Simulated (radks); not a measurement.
# Valence configurations of Nd⁺

An exercise on one series of results from a longer session: the logs are not shown, and one member is left open.

The numbers are computed with radks (a radial shooting solver on a logarithmic mesh, Libxc functionals) version 1 (Dirac Kohn-Sham, LDA (Slater exchange, Perdew-Wang correlation), spin-unpolarised, spherical densities, finite nucleus; open shells are shared between the two j in proportion to 2j + 1), except any that are marked as measured or tabulated.

### The system

```
element            : neodymium (Z = 60)
charge             : +1
electrons          : 59
configuration      : [Xe] 4f4 6s1
nuclear rms radius : 4.9123 fm
others tried       : 4f3.5 5d0.5 6s1; 4f3.5 6s1 6p0.5; 4f2.5 5d1 6s1 6p0.5; 4f4 5d0.5 6s0.5; 4f3.5 6s1.5; 4f2.5 5d0.5 6s1 6p1; 4f2 5d2 6s1; 4f4 6s0.5 6p0.5; 4f2.5 6s2 6p0.5
```

The outer shells:

Nd⁺
```
[Xe] core
4f [↑ ][↑ ][↑ ][↑ ][  ][  ][  ]
6s [↑ ]
```

The first run:

Settings of this run:

```text
Z 60
configuration [Xe] 4f4 6s1
relativity Dirac
functional lda,pw
spin unpolarised
j_filling average
nucleus finite rms 4.9123 fm
c 137.035999084
```

Among the steps run: [Xe] 4f4 6s1.

One of the session's tables, all rows but one given; the rest of the session is left out.

It belongs to the step «[Xe] 4f4 6s1». From the orbitals of this run (lengths in bohr):

```
level     <r>  outermost maximum (interpolated)  90 % within  nodes
4d3/2  0.7018                             0.614         1.06      1
4d5/2  0.7120                             0.622         1.07      1
5s1/2   1.472                              1.32         2.12      4
5p1/2   1.663                              1.45         2.44      3
5p3/2   1.755                              1.52         2.58      3
6s1/2   3.970                              3.51         5.73      5
4f5/2       ?                                 ?            ?      ?
4f7/2   1.114                             0.665         1.99      0
```

Estimate the missing values for 4f5/2.

As computed: <r>: 1.094; outermost maximum (interpolated): 0.660; 90 % within: 1.94; nodes: 0. In the column «<r>» it lies between 4d5/2 (0.7120) and 4f7/2 (1.114).
